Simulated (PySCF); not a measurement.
# C6H8O2S2Se: excited states, first hyperpolarisability

Aim: compute the excited states, first hyperpolarisability of C6H8O2S2Se (`C[Se]c1ccc(S(C)(=O)=O)s1`).

Programs: PySCF 2.14.0, with routines of our own; each step states its level. All values are computed. Atoms count from 0.

## (1) The system as given

19 atoms, charge 0, multiplicity 1; geometry from: GFN2-xTB.

## (2) Geometry optimisation at PBE0-D3(BJ)/def2-SVP

The job: settings as JSON, then the geometry in Å.

```
{"job": {"xc": "PBE0", "basis": "def2-SVP", "d3": "d3bj", "grid": 2, "kind": "geom"}, "charge": 0, "multiplicity": 1}
C      3.479442     0.245576    -1.357892
Se     3.496513    -0.060233     0.566888
C      1.648574    -0.314827     0.829344
C      1.049580    -0.642654     2.017606
C     -0.346880    -0.754822     1.903762
C     -0.790679    -0.513280     0.639805
S     -2.457445    -0.531521     0.043222
C     -2.907898     1.225324     0.001811
O     -3.269123    -1.192446     1.024241
O     -2.450487    -1.031594    -1.302336
S      0.485566    -0.143000    -0.451043
H      4.510753     0.391710    -1.667570
H      3.057002    -0.624668    -1.853680
H      2.890638     1.132614    -1.576936
H      1.600554    -0.799940     2.927856
H     -1.012689    -1.015175     2.705741
H     -2.258987     1.725543    -0.705338
H     -3.940271     1.288840    -0.318600
H     -2.793967     1.623802     1.001417
```

Command:

```console
$ OMP_NUM_THREADS=1 python excited_run.py task.json out
```

One launch serves the whole session: the jobs run in the order shown.

The log of the run:

```text
step   0  E = -3579.95240125  max force = 0.030565
step   1  E = -3579.95657175  max force = 0.004465
step   2  E = -3579.95670277  max force = 0.001933
step   3  E = -3579.95671171  max force = 0.002109
step   4  E = -3579.95673922  max force = 0.000334
step   5  E = -3579.95674397  max force = 0.000233
optimisation converged
```

It took 3.4 min on 1 thread of Arm Neoverse V1, shared host; peak memory 1.1 GiB.

Along the way:

```tsv
step	energy from step 0 (eV)	largest force component (eV/Å)
0	0.0000	1.5717
1	-0.1135	0.2296
2	-0.1171	0.0994
3	-0.1173	0.1084
4	-0.1180	0.0172
5	-0.1182	0.0120
```

Close pairs (by a distance rule), those that changed most:

```tsv
bond	before (Å)	after (Å)	change (Å)
S6–C7	1.814	1.784	-0.030
S6–O8	1.435	1.459	+0.024
S6–O9	1.435	1.459	+0.023
C4–H15	1.074	1.091	+0.016
C7–H17	1.083	1.099	+0.016
C3–H14	1.076	1.091	+0.015
C7–H16	1.082	1.097	+0.015
C7–H18	1.082	1.097	+0.015
```

The next job starts from the end point, and lists it.

```tsv
at the end point	value
point group (found at 0.08 Å tolerance)	C1
rotational constants (GHz, main isotopes)	1.845, 0.280, 0.258
dipole moment (D)	5.03
```

## (3) Excited states: TDA wB97X-D/def2-SVPD

The job: settings as JSON, then the geometry in Å.

```
{"job": {"kind": "states", "xc": "wB97X-D", "basis": "def2-SVPD", "tda": true, "soc": true, "nstates": 6, "ntriplets": 5, "nquad": 4}, "charge": 0, "multiplicity": 1}
C      3.478569     0.501603    -1.502191
Se     3.483960     0.238522     0.416989
C      1.632319     0.003695     0.673355
C      1.020549    -0.289461     1.877184
C     -0.384411    -0.407670     1.757288
C     -0.815841    -0.201982     0.470757
S     -2.478895    -0.279331    -0.091933
C     -3.024237     1.419680    -0.103665
O     -3.244727    -0.975138     0.936756
O     -2.454578    -0.732364    -1.478338
S      0.487160     0.120956    -0.613837
H      4.528299     0.641938    -1.792223
H      3.074230    -0.383190    -2.012460
H      2.904573     1.399170    -1.769840
H      1.568761    -0.425387     2.810361
H     -1.072005    -0.650703     2.568482
H     -2.398979     1.991060    -0.800835
H     -4.064843     1.387776    -0.455369
H     -2.969833     1.822235     0.915054
```

Method: TDA wB97X-D/def2-SVPD excited states, vertical, gas phase, spin-orbit mean-field couplings.

The log of the run:

```text
coarse grid: 81184 points
cycle   1  E = -3580.5922487546  dE =  1.833e+00  |g| = 1.179e+00  |ddm| = 8.284e+00
cycle   2  E = -3580.2747116405  dE =  3.175e-01  |g| = 1.809e+00  |ddm| = 4.068e+00
cycle   3  E = -3580.8816592579  dE = -6.069e-01  |g| = 1.048e-01  |ddm| = 2.559e+00
cycle   4  E = -3580.8830875466  dE = -1.428e-03  |g| = 7.755e-02  |ddm| = 4.769e-01
cycle   5  E = -3580.8845686290  dE = -1.481e-03  |g| = 1.739e-02  |ddm| = 2.383e-01
cycle   6  E = -3580.8846468255  dE = -7.820e-05  |g| = 4.960e-03  |ddm| = 5.643e-02
cycle   7  E = -3580.8846546418  dE = -7.816e-06  |g| = 1.406e-03  |ddm| = 1.640e-02
final grid: 169208 points
cycle   8  E = -3580.8837842733  dE = -3.128e-06  |g| = 1.460e-03  |ddm| = 3.009e-02
cycle   9  E = -3580.8837840777  dE =  1.956e-07  |g| = 1.925e-03  |ddm| = 7.828e-03
cycle  10  E = -3580.8837848321  dE = -7.543e-07  |g| = 2.186e-04  |ddm| = 3.157e-03
cycle  11  E = -3580.8837848444  dE = -1.232e-08  |g| = 1.177e-04  |ddm| = 7.532e-04
cycle  12  E = -3580.8837848495  dE = -5.131e-09  |g| = 2.688e-05  |ddm| = 4.186e-04
cycle  13  E = -3580.8837848500  dE = -4.402e-10  |g| = 9.579e-06  |ddm| = 1.289e-04
converged SCF energy = -3580.8837848500

Singlet excitations
state   eV       nm        f     d(h-e)  d(exc)  Lambda  PR(NTO)  |dmu|/D   mu/D   main configurations
  1   4.5301   273.7   0.03223   0.419   3.124   0.469   1.024    1.841    3.984   H->L+1 0.75, H->L 0.10
  2   4.6571   266.2   0.38543   1.376   3.480   0.628   1.099    3.784    8.365   H->L 0.84, H->L+1 0.09
  3   5.5868   221.9   0.00721   0.600   3.539   0.385   1.075    2.392    3.655   H->L+2 0.68, H->L+4 0.16
  4   5.7055   217.3   0.03545   0.337   2.955   0.618   1.827    0.759    5.655   H-1->L 0.66, H->L+5 0.24
  5   5.9897   207.0   0.01633   0.195   3.675   0.357   1.127                     H->L+3 0.40, H->L+4 0.24, H->L+2 0.12
  6   6.1532   201.5   0.00568   0.752   3.780   0.366   1.086                     H->L+4 0.45, H->L+3 0.32

Triplet excitations (Tamm-Dancoff)
state   eV     d(h-e)  d(exc)  Lambda  PR(NTO)   main configurations
  1   3.2060   0.578   3.042   0.647   1.048   H->L 0.84
  2   4.1741   0.485   2.943   0.445   1.018   H->L+1 0.80
  3   4.4484   0.062   2.698   0.650   1.090   H-1->L 0.92
  4   5.1901   0.224   3.193   0.409   1.202   H->L+2 0.52, H->L+8 0.09
  5   5.2326   0.812   2.960   0.548   1.922   H->L+5 0.38, H-2->L 0.20, H-3->L 0.09
S1 - T1 = 1.3241 eV

Spin-orbit couplings |<S|Hso|T>| (cm-1)
             T1       T2       T3       T4       T5
S0       16.777  678.991   15.580  391.451  175.669
S1       83.962   29.836   13.007  180.107   89.417
S2       27.979   96.646    5.728   88.196   38.280
S3       71.778  115.194    6.972   12.052   29.045
S4        7.043   29.182    1.211   12.855    2.149
S5       24.042   10.913    3.545    9.338    9.046
S6       62.041  130.462   16.934   11.473   47.191
T1 sublevels (cm-1): 0.000 0.114 0.382   radiative rates (1/s): 84.7 4.24 34.9
```

Wall time 2.6 min (1 thread of Arm Neoverse V1, shared host); peak memory 1.5 GiB.

Key values:

```tsv
quantity	value
S1 less T1	1.32 eV
```

## (4) Excited states: TDDFT CAM-B3LYP/def2-SVPD

The job, as its differences from that of step 3:

```diff
@@ -1,2 +1,2 @@
-{"job": {"kind": "states", "xc": "wB97X-D", "basis": "def2-SVPD", "tda": true, "soc": true, "nstates": 6, "ntriplets": 5, "nquad": 4}, "charge": 0, "multiplicity": 1}
+{"job": {"kind": "states", "xc": "CAM-B3LYP", "basis": "def2-SVPD", "tpa": true, "nstates": 8, "nquad": 6, "ntriplets": 0}, "charge": 0, "multiplicity": 1}
 C      3.478569     0.501603    -1.502191
```

Level: TDDFT CAM-B3LYP/def2-SVPD excited states, vertical, gas phase, two-photon moments by quadratic response.

The log of the run:

```text
coarse grid: 81184 points
cycle   1  E = -3580.6321865537  dE =  1.771e+00  |g| = 1.173e+00  |ddm| = 8.211e+00
cycle   2  E = -3580.1989560772  dE =  4.332e-01  |g| = 1.950e+00  |ddm| = 4.217e+00
cycle   3  E = -3580.9097594315  dE = -7.108e-01  |g| = 1.297e-01  |ddm| = 2.760e+00
cycle   4  E = -3580.9118750566  dE = -2.116e-03  |g| = 8.997e-02  |ddm| = 5.083e-01
cycle   5  E = -3580.9137899418  dE = -1.915e-03  |g| = 2.367e-02  |ddm| = 2.610e-01
cycle   6  E = -3580.9139265889  dE = -1.366e-04  |g| = 5.400e-03  |ddm| = 6.134e-02
cycle   7  E = -3580.9139347374  dE = -8.148e-06  |g| = 1.671e-03  |ddm| = 1.699e-02
final grid: 169208 points
cycle   8  E = -3580.9138881763  dE =  1.465e-07  |g| = 2.078e-03  |ddm| = 1.262e-02
cycle   9  E = -3580.9138872050  dE =  9.713e-07  |g| = 2.918e-03  |ddm| = 1.298e-02
cycle  10  E = -3580.9138892772  dE = -2.072e-06  |g| = 2.959e-04  |ddm| = 7.080e-03
cycle  11  E = -3580.9138892961  dE = -1.887e-08  |g| = 4.482e-05  |ddm| = 5.400e-04
cycle  12  E = -3580.9138892974  dE = -1.287e-09  |g| = 2.281e-05  |ddm| = 1.847e-04
cycle  13  E = -3580.9138892976  dE = -2.046e-10  |g| = 1.192e-05  |ddm| = 7.990e-05
converged SCF energy = -3580.9138892976

Singlet excitations
state   eV       nm        f     d(h-e)  d(exc)  Lambda  PR(NTO)  |dmu|/D   mu/D   delta(TPA)   sigma/GM   main configurations
  1   4.4136   280.9   0.19609   0.692   3.405   0.570   1.105    1.670    6.392      456.54      3.258   H->L 0.64, H->L+1 0.27
  2   4.4839   276.5   0.12738   0.205   3.291   0.503   1.083    0.292    5.354      294.98      2.173   H->L+1 0.55, H->L 0.33
  3   5.4877   225.9   0.01094   0.809   3.714   0.390   1.057    4.415    3.361       97.02      1.070   H->L+2 0.76
  4   5.5775   222.3   0.03680   0.274   2.936   0.608   1.733    0.651    5.677      131.36      1.497   H-1->L 0.75, H->L+5 0.15
  5   5.8430   212.2   0.01180   0.767   3.889   0.352   1.057    1.950    6.210       66.18      0.828   H->L+3 0.62, H->L+6 0.14
  6   5.9550   208.2   0.00046   0.738   3.766   0.386   1.099    2.537    3.776        4.00      0.052   H->L+4 0.72
  7   6.3019   196.7   0.04082   0.464   3.362   0.627   1.671                                            H-2->L 0.66, H->L+5 0.18
  8   6.4172   193.2   0.04273   0.736   3.705   0.561   1.982                                            H->L+5 0.39, H-3->L 0.34, H-2->L 0.09
```

Wall time 3.8 min (1 thread of Arm Neoverse V1, shared host); peak memory 1.6 GiB.

## (5) First hyperpolarisability: quadratic response CAM-B3LYP/def2-SVPD

The job, as its differences from that of step 4:

```diff
@@ -1,2 +1,2 @@
-{"job": {"kind": "states", "xc": "CAM-B3LYP", "basis": "def2-SVPD", "tpa": true, "nstates": 8, "nquad": 6, "ntriplets": 0}, "charge": 0, "multiplicity": 1}
+{"job": {"kind": "beta", "xc": "CAM-B3LYP", "basis": "def2-SVPD"}, "charge": 0, "multiplicity": 1}
 C      3.478569     0.501603    -1.502191
```

Method: quadratic response CAM-B3LYP/def2-SVPD first hyperpolarisability, Taylor convention, gas phase.

The log of the run:

```text
coarse grid: 81184 points
cycle   1  E = -3580.6321865537  dE =  1.771e+00  |g| = 1.173e+00  |ddm| = 8.211e+00
cycle   2  E = -3580.1989560772  dE =  4.332e-01  |g| = 1.950e+00  |ddm| = 4.217e+00
cycle   3  E = -3580.9097594315  dE = -7.108e-01  |g| = 1.297e-01  |ddm| = 2.760e+00
cycle   4  E = -3580.9118750566  dE = -2.116e-03  |g| = 8.997e-02  |ddm| = 5.083e-01
cycle   5  E = -3580.9137899418  dE = -1.915e-03  |g| = 2.367e-02  |ddm| = 2.610e-01
cycle   6  E = -3580.9139265889  dE = -1.366e-04  |g| = 5.400e-03  |ddm| = 6.134e-02
cycle   7  E = -3580.9139347374  dE = -8.148e-06  |g| = 1.671e-03  |ddm| = 1.699e-02
final grid: 169208 points
cycle   8  E = -3580.9138881763  dE =  1.465e-07  |g| = 2.078e-03  |ddm| = 1.262e-02
cycle   9  E = -3580.9138872050  dE =  9.713e-07  |g| = 2.918e-03  |ddm| = 1.298e-02
cycle  10  E = -3580.9138892772  dE = -2.072e-06  |g| = 2.959e-04  |ddm| = 7.080e-03
cycle  11  E = -3580.9138892961  dE = -1.887e-08  |g| = 4.482e-05  |ddm| = 5.400e-04
cycle  12  E = -3580.9138892974  dE = -1.287e-09  |g| = 2.281e-05  |ddm| = 1.847e-04
cycle  13  E = -3580.9138892976  dE = -2.046e-10  |g| = 1.192e-05  |ddm| = 7.990e-05
converged SCF energy = -3580.9138892976

Lowest singlets (eV, f): 4.4136 0.1961  4.4839 0.1274  5.4877 0.0109

First hyperpolarisability (au)
process     nm      |vector|   parallel      HRS      DR
static         -      522.08     175.48     261.74   3.152
shg       1907.0      613.21     213.83     301.57   3.278
eope      1907.0      550.31     187.35          -       -
shg       1064.0      908.12     338.48     429.25   3.586
eope      1064.0      620.40     216.86          -       -
```

Run time: 2.7 min. Hardware: 1 thread of Arm Neoverse V1, shared host; peak memory 1.6 GiB.

## (6) Excited states: TDA wB97X-D/def2-SVPD in chloroform

The job, as its differences from that of step 5:

```diff
@@ -1,2 +1,2 @@
-{"job": {"kind": "beta", "xc": "CAM-B3LYP", "basis": "def2-SVPD"}, "charge": 0, "multiplicity": 1}
+{"job": {"kind": "states", "xc": "wB97X-D", "basis": "def2-SVPD", "tda": true, "soc": true, "nstates": 6, "ntriplets": 5, "nquad": 4, "solvent": "chloroform"}, "charge": 0, "multiplicity": 1}
 C      3.478569     0.501603    -1.502191
```

Method: TDA wB97X-D/def2-SVPD excited states, vertical, IEF-PCM chloroform (non-equilibrium response), spin-orbit mean-field couplings.

The log of the run:

```text
coarse grid: 81184 points
cycle   1  E = -3580.6203719198  dE =  1.805e+00  |g| = 1.158e+00  |ddm| = 8.296e+00
cycle   2  E = -3580.3835019657  dE =  2.369e-01  |g| = 1.667e+00  |ddm| = 3.869e+00
cycle   3  E = -3580.8962744819  dE = -5.128e-01  |g| = 9.112e-02  |ddm| = 2.323e+00
cycle   4  E = -3580.8975008915  dE = -1.226e-03  |g| = 6.508e-02  |ddm| = 4.237e-01
cycle   5  E = -3580.8985509923  dE = -1.050e-03  |g| = 1.390e-02  |ddm| = 2.037e-01
cycle   6  E = -3580.8986026114  dE = -5.162e-05  |g| = 4.167e-03  |ddm| = 4.628e-02
cycle   7  E = -3580.8986082856  dE = -5.674e-06  |g| = 1.025e-03  |ddm| = 1.399e-02
final grid: 169208 points
cycle   8  E = -3580.8977390553  dE = -3.221e-06  |g| = 9.736e-04  |ddm| = 3.023e-02
cycle   9  E = -3580.8977391197  dE = -6.449e-08  |g| = 1.074e-03  |ddm| = 5.310e-03
cycle  10  E = -3580.8977393495  dE = -2.298e-07  |g| = 1.731e-04  |ddm| = 1.720e-03
cycle  11  E = -3580.8977393591  dE = -9.581e-09  |g| = 9.760e-05  |ddm| = 7.310e-04
cycle  12  E = -3580.8977393625  dE = -3.352e-09  |g| = 2.539e-05  |ddm| = 3.206e-04
cycle  13  E = -3580.8977393628  dE = -3.665e-10  |g| = 9.165e-06  |ddm| = 1.112e-04
converged SCF energy = -3580.8977393628

Singlet excitations
state   eV       nm        f     d(h-e)  d(exc)  Lambda  PR(NTO)  |dmu|/D   mu/D   main configurations
  1   4.4961   275.8   0.48578   1.485   3.518   0.635   1.080    5.018   10.464   H->L 0.91
  2   4.6274   267.9   0.02657   0.433   3.087   0.464   1.023    2.050    5.229   H->L+1 0.83
  3   5.6194   220.6   0.01285   0.442   3.498   0.402   1.209    1.792    4.947   H->L+2 0.64, H->L+4 0.14
  4   5.6573   219.2   0.05974   0.250   2.991   0.597   1.868    0.558    6.827   H-1->L 0.65, H->L+5 0.18
  5   5.9604   208.0   0.02606   0.251   3.680   0.352   1.111                     H->L+3 0.55, H->L+6 0.16
  6   6.1735   200.8   0.00492   0.538   3.738   0.375   1.113                     H->L+4 0.62, H->L+3 0.11, H->L+2 0.10

Triplet excitations (Tamm-Dancoff)
state   eV     d(h-e)  d(exc)  Lambda  PR(NTO)   main configurations
  1   3.1968   0.618   3.067   0.650   1.046   H->L 0.84, H-2->L 0.10
  2   4.2722   0.438   2.944   0.455   1.020   H->L+1 0.81
  3   4.4274   0.075   2.703   0.649   1.079   H-1->L 0.93
  4   5.2185   0.865   2.983   0.540   1.887   H->L+5 0.28, H-2->L 0.27, H->L+2 0.13
  5   5.2689   0.181   3.199   0.440   1.290   H->L+2 0.48, H->L+9 0.10, H->L+5 0.10
S1 - T1 = 1.2993 eV

Spin-orbit couplings |<S|Hso|T>| (cm-1)
             T1       T2       T3       T4       T5
S0       12.378  677.920   22.511  163.445  374.622
S1       18.179   94.621    4.838   33.716   73.440
S2       88.126   20.868   12.976   89.721  176.656
S3       68.715  104.729    6.825   26.693   14.403
S4       23.114   38.268    1.900   12.760    5.320
S5       34.488   26.100    3.160   10.373   12.740
S6       55.338  120.771   16.185   40.447   24.653
T1 sublevels (cm-1): 0.000 0.104 0.321   radiative rates (1/s): 143 4.9 49
```

It took 2.7 min on 1 thread of Arm Neoverse V1, shared host; peak memory 1.6 GiB.

From this job:

```tsv
quantity	value
S1 less T1	1.30 eV
```

## (7) Results

| quantity | value |
| --- | --- |
| point group | C1 |
| rotational constants (main isotopes) | 1.85, 0.28, 0.26 GHz |
| S1 less T1 (step 3, TDA wB97X-D/def2-SVPD) | 1.32 eV |
| β vector (step 5, quadratic response CAM-B3LYP/def2-SVPD) | static 522, SHG 1907.0 nm 613, SHG 1064.0 nm 908 au |
| S1 less T1 (step 6, TDA wB97X-D/def2-SVPD in chloroform) | 1.30 eV |

The optimisation took 5 steps and gained 0.118 eV; among the close pairs (by a distance rule), S6–C7 changed most, from 1.814 to 1.784 Å. No frequency check was run at this level, so the end point may be a saddle. Scalar relativity is left out for the heavy atoms. In step 3, the number of triplets below S1 is 3, and the largest singlet-triplet spin-orbit coupling is S0–T2, 678.99 cm⁻¹. Steps that list no spin-orbit terms leave them out, which matters at and beside the heavy atoms. β grows from 522 au (static) to 908 au for doubling at 1064.0 nm: normal dispersion, which grows as twice the photon energy moves toward the bright states. In step 6, the number of triplets below S1 is 3, and the largest singlet-triplet spin-orbit coupling is S0–T2, 677.92 cm⁻¹.
